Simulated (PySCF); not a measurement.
# CH6AsNOSi: the cost of one run

Programs: PySCF 2.14.0, with density-fitted response routines of our own. Each step states its level of theory. These are calculated values for one molecule in the gas phase, unless marked as measured. Atoms are numbered from 0 throughout.

## 1. The starting structure

11 atoms, charge 0, multiplicity 1; geometry from: GFN2-xTB. The atoms were then displaced at random by about 0.01 Å, so the start is not that level's minimum.

Bonds of the start (Å): N0–C1 1.32, C1–O2 1.22, C1–Si3 1.95, Si3–As4 2.29, N0–H5 1.03, N0–H6 1.00, Si3–H7 1.48, Si3–H8 1.50, As4–H9 1.52, As4–H10 1.51.

## 2. Optimising the geometry at PBE0-D3(BJ)/def2-SVP

Job settings and geometry (Å):

```
{"job": {"xc": "PBE0", "basis": "def2-SVP", "d3": "d3bj", "grid": 1, "shake": 0.01, "kind": "geom"}, "charge": 0, "multiplicity": 1}
N     -2.093530    -0.521850     0.013490
C     -0.818570    -0.565840    -0.325760
O     -0.378740    -1.504470    -0.967480
Si     0.440600     0.835590     0.187140
As     2.275940    -0.143320    -0.761170
H     -2.485010     0.289390     0.518590
H     -2.736980    -1.233450    -0.273200
H     -0.059140     2.092940    -0.423500
H      0.251340     1.041050     1.663560
H      3.240820     0.787250    -0.040250
H      2.401370    -1.103120     0.392920
```

Run with:

```
OMP_NUM_THREADS=1 python probes_run.py task.json out
```

This one command runs all jobs of the session in turn.

Q: Estimate the wall time and peak memory of this first job on 1 thread of Arm Neoverse V1, shared host.

About 81 s, with a peak of 0.48 GiB.
